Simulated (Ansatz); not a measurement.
# C₃H₁₁NSn: a ladder of functionals and wavefunction methods

An exercise on one series of results from a longer session: the logs are not shown, and one member is left open.

Program: Ansatz 0.2.0, Gaussian basis. Level of theory: functionals in def2-TZVPP, the program's frozen cores in correlated methods. These are calculated values, not measurements.

The runs, in order: LDA (SPW92), PBE-D4, revPBE-D4, BLYP-D4, r2SCAN-D4, B97M-V, PBE0-D4, B3LYP-D4, r2SCANh-D4, r2SCAN0-D4, HSE06-D4, BHLYP-D4, CAM-B3LYP-D4, LC-ωPBE, ωB97X-V, ωB97M-V, B2PLYP, PBE-QIDH; CCSD(T)/def2-SVP; MP2/def2-TZVPP; MP2/def2-QZVPP; RPA on PBE.

1 further run of the same task is left out (for a known fault of the program). Runs told in other sessions of the task aren't counted.

## Structure used throughout

The geometry comes from an earlier relaxation with PBE0-D4 in a triple-zeta def2 set; it is a stationary point, not always the lowest conformer. Sn takes the def2 core potential; no spin-orbit term is included.

16 atoms, charge 0, spin multiplicity 1.

Atoms are counted from 1 here; the program's logs count them from 0.

Bond lengths: C1–C2 1.513 Å, C1–H6 1.092 Å, C1–H7 1.092 Å, C1–H8 1.095 Å, C2–N3 1.446 Å, C2–H9 1.106 Å, C2–H10 1.100 Å, N3–C4 1.445 Å, N3–Sn5 2.037 Å, C4–H11 1.098 Å, C4–H12 1.093 Å, C4–H13 1.104 Å, Sn5–H14 1.706 Å, Sn5–H15 1.704 Å, Sn5–H16 1.719 Å. Angles: C2–C1–H6 110.8°, C2–C1–H7 110.4°, C2–C1–H8 112.0°, H6–C1–H7 108.5°, H6–C1–H8 108.1°, H7–C1–H8 106.9°, C1–C2–N3 113.3°, C1–C2–H9 109.3°, C1–C2–H10 108.8°, N3–C2–H9 111.9°, N3–C2–H10 107.6°, H9–C2–H10 105.6°, C2–N3–C4 111.4°, C2–N3–Sn5 118.9°, C4–N3–Sn5 115.7°, N3–C4–H11 109.9°, N3–C4–H12 110.9°, N3–C4–H13 113.8° and more.

Set-up of the first run:

in.yaml reads:

```yaml
crystal:
  periodic: [false, false, false]
  atoms:
    - {symbol: C, position_ang: [-0.002480, 1.995748, -0.043252]}
    - {symbol: C, position_ang: [0.858614, 0.751894, -0.001536]}
    - {symbol: N, position_ang: [0.149461, -0.447744, -0.388799]}
    - {symbol: C, position_ang: [1.033575, -1.589913, -0.435653]}
    - {symbol: Sn, position_ang: [-1.698888, -0.794000, 0.394215]}
    - {symbol: H, position_ang: [-0.467849, 2.113395, -1.024432]}
    - {symbol: H, position_ang: [0.599544, 2.883120, 0.162545]}
    - {symbol: H, position_ang: [-0.797663, 1.969518, 0.709435]}
    - {symbol: H, position_ang: [1.314010, 0.656115, 1.002174]}
    - {symbol: H, position_ang: [1.700963, 0.880679, -0.697687]}
    - {symbol: H, position_ang: [1.833522, -1.412904, -1.167159]}
    - {symbol: H, position_ang: [0.495569, -2.486365, -0.753122]}
    - {symbol: H, position_ang: [1.523701, -1.813476, 0.528011]}
    - {symbol: H, position_ang: [-2.051070, -2.401324, -0.054746]}
    - {symbol: H, position_ang: [-2.812811, 0.299506, -0.290311]}
    - {symbol: H, position_ang: [-1.701300, -0.626847, 2.104617]}
basis:
  gaussian: {orbitals: def2-TZVPP}
hamiltonian: {xc: lda}
output: {orbitals: {seedname: orbitals}}
```

Command:

```console
> ansatz run in.yaml --threads 4 --pin off --events-out ev --progress --plain --max-ram 11315MiB
```

Steps of the session up to this table: LDA; PBE-D4 (GGA); revPBE-D4 (GGA); BLYP-D4 (GGA); r2SCAN-D4 (meta-GGA); B97M-V (meta-GGA); B3LYP-D4 (hybrid); r2SCANh-D4 (hybrid); r2SCAN0-D4 (hybrid); HSE06-D4 (hybrid); BHLYP-D4 (hybrid); CAM-B3LYP-D4 (range-separated); LC-ωPBE (range-separated); ωB97X-V (range-separated); ωB97M-V (range-separated); B2PLYP (double hybrid); PBE-QIDH (double hybrid).

One table of the session follows, with a row left open; its other results are not shown here.

It belongs to the step «Orbital energies across the functionals». 

```
  functional  HOMO (eV)  gap (eV)
 LDA (SPW92)          ?         ?
      PBE-D4      -4.75      4.11
   revPBE-D4      -4.70      4.16
     BLYP-D4      -4.66      4.08
   r2SCAN-D4      -4.97      4.72
      B97M-V      -5.16      4.66
     PBE0-D4      -6.03      6.19
    B3LYP-D4      -5.83      5.75
  r2SCANh-D4      -5.45      5.48
  r2SCAN0-D4      -6.19      6.60
    HSE06-D4      -5.63      5.43
    BHLYP-D4      -7.27      8.13
CAM-B3LYP-D4      -7.39      8.38
     LC-ωPBE      -8.68     10.75
     ωB97X-V      -8.39     10.31
     ωB97M-V      -8.32      9.86
```

Q: Estimate the row for LDA (SPW92) from the others.

As computed: HOMO (eV): -4.84; gap (eV): 3.98. In the column «HOMO (eV)» it lies between r2SCAN-D4 (-4.97) and PBE-D4 (-4.75).
